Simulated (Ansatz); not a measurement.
**ZrB2: further runs on the relaxed cell**

Aim: for ZrB2, fit an equation of state.

Method: DFT PBE, scalar-relativistic, plane waves, PAW, in Ansatz 0.2.0.

**1. The structure to begin with**

Symmetry: P6/mmm, No. 191, hexagonal system. The conventional cell has a = 3.171 Å, b = 3.171 Å, c = 3.542 Å, α = 90.00°, β = 90.00°, γ = 120.00°. Zr (site symmetry 6/mmm) is surrounded by 12 B at 2.55 Å. Around B (site symmetry -6m2) lie 3 B at 1.83 Å and 6 Zr at 2.55 Å.

As a file:

```
Zr B
1.0
     3.17117    0.00000    0.00000
    -1.58558    2.74631    0.00000
     0.00000    0.00000    3.54230
Zr B
1 2
Direct
  0.00000 0.00000 0.00000
  0.33333 0.66667 0.50000
  0.66667 0.33333 0.50000
```

It is the result of an earlier relaxation at this level (volume 10.28 Å³/atom; gap on the mesh: none (metal)).

**2. Volume × 0.97**

input.yaml reads:

```yaml
crystal:
  lattice:
    - [3.1391318078, 0.0, 0.0]
    - [-1.5695659039, 2.7185678913, 0.0]
    - [0.0, 0.0, 3.5065143413]
  atoms:
    - { symbol: Zr, position: [0.0, 0.0, 0.0] }
    - { symbol: B, position: [0.3333333333, 0.6666666667, 0.5] }
    - { symbol: B, position: [0.6666666667, 0.3333333333, 0.5] }
basis:
  ecutwfc: 420
kpoints:
  mp_grid: { grid: [15, 15, 12] }
hamiltonian:
  xc: pbe
scf:
  occupations: { method: gaussian, width: 0.1 }
output:
  forces: true
  stress: true
  eigenvalues: true
relax:
  adjacent_minimum: "off"
  f_tol: 0.01
  max_steps: 30
  cell: { stress_tol: 0.1, fix: [volume] }
```

Command:

```bash
$ ansatz run input.yaml --threads 1 --pin off --max-ram 2560MiB --backend cpu --events-out ev --progress --plain --runs-dir out
```

**3. Point at V/V0 = 1.03**

input.yaml: that of step 2 with these lines changed.

```diff
@@ -2,5 +2,5 @@
   lattice:
-    - [3.1391318078, 0.0, 0.0]
-    - [-1.5695659039, 2.7185678913, 0.0]
-    - [0.0, 0.0, 3.5065143413]
+    - [3.2025657025, 0.0, 0.0]
+    - [-1.6012828513, 2.7735032557, 0.0]
+    - [0.0, 0.0, 3.5773721055]
   atoms:
```

**4. Point at V/V0 = 0.94**

input.yaml: that of step 3 with these lines changed.

```diff
@@ -2,5 +2,5 @@
   lattice:
-    - [3.2025657025, 0.0, 0.0]
-    - [-1.6012828513, 2.7735032557, 0.0]
-    - [0.0, 0.0, 3.5773721055]
+    - [3.1083109581, 0.0, 0.0]
+    - [-1.5541554791, 2.6918762526, 0.0]
+    - [0.0, 0.0, 3.4657874343]
   atoms:
```

**5. Point at V/V0 = 1.06**

input.yaml: that of step 4 with these lines changed.

```diff
@@ -2,5 +2,5 @@
   lattice:
-    - [3.1083109581, 0.0, 0.0]
-    - [-1.5541554791, 2.6918762526, 0.0]
-    - [0.0, 0.0, 3.4657874343]
+    - [3.231032661, 0.0, 0.0]
+    - [-1.6155163305, 2.7981563649, 0.0]
+    - [0.0, 0.0, 3.6169804153]
   atoms:
```

**6. Point at V/V0 = 0.91**

input.yaml: that of step 5 with these lines changed.

```diff
@@ -2,5 +2,5 @@
   lattice:
-    - [3.231032661, 0.0, 0.0]
-    - [-1.6155163305, 2.7981563649, 0.0]
-    - [0.0, 0.0, 3.6169804153]
+    - [3.0766228371, 0.0, 0.0]
+    - [-1.5383114186, 2.6644335348, 0.0]
+    - [0.0, 0.0, 3.4246473869]
   atoms:
```

**7. The cell scaled to 1.10 of its volume**

input.yaml: that of step 6 with these lines changed.

```diff
@@ -2,5 +2,5 @@
   lattice:
-    - [3.0766228371, 0.0, 0.0]
-    - [-1.5383114186, 2.6644335348, 0.0]
-    - [0.0, 0.0, 3.4246473869]
+    - [3.2687026204, 0.0, 0.0]
+    - [-1.6343513102, 2.8307795067, 0.0]
+    - [0.0, 0.0, 3.6674554834]
   atoms:
```

**8. Point at V/V0 = 0.88**

input.yaml: that of step 7 with these lines changed.

```diff
@@ -2,5 +2,5 @@
   lattice:
-    - [3.2687026204, 0.0, 0.0]
-    - [-1.6343513102, 2.8307795067, 0.0]
-    - [0.0, 0.0, 3.6674554834]
+    - [3.0439363064, 0.0, 0.0]
+    - [-1.5219681532, 2.6361261688, 0.0]
+    - [0.0, 0.0, 3.3832534938]
   atoms:
```

(Steps that only read results are left out.)

**Question.** What will these runs give? Wanted: equilibrium volume of the fit; bulk modulus.

The runs gave:

| quantity | value |
| --- | --- |
| equilibrium volume of the fit | 10.28 Å³/atom |
| bulk modulus | 238 GPa |
| its pressure derivative | 3.9 |

The fit puts the minimum at 10.28 Å³/atom with B = 238 GPa and B' = 3.9.
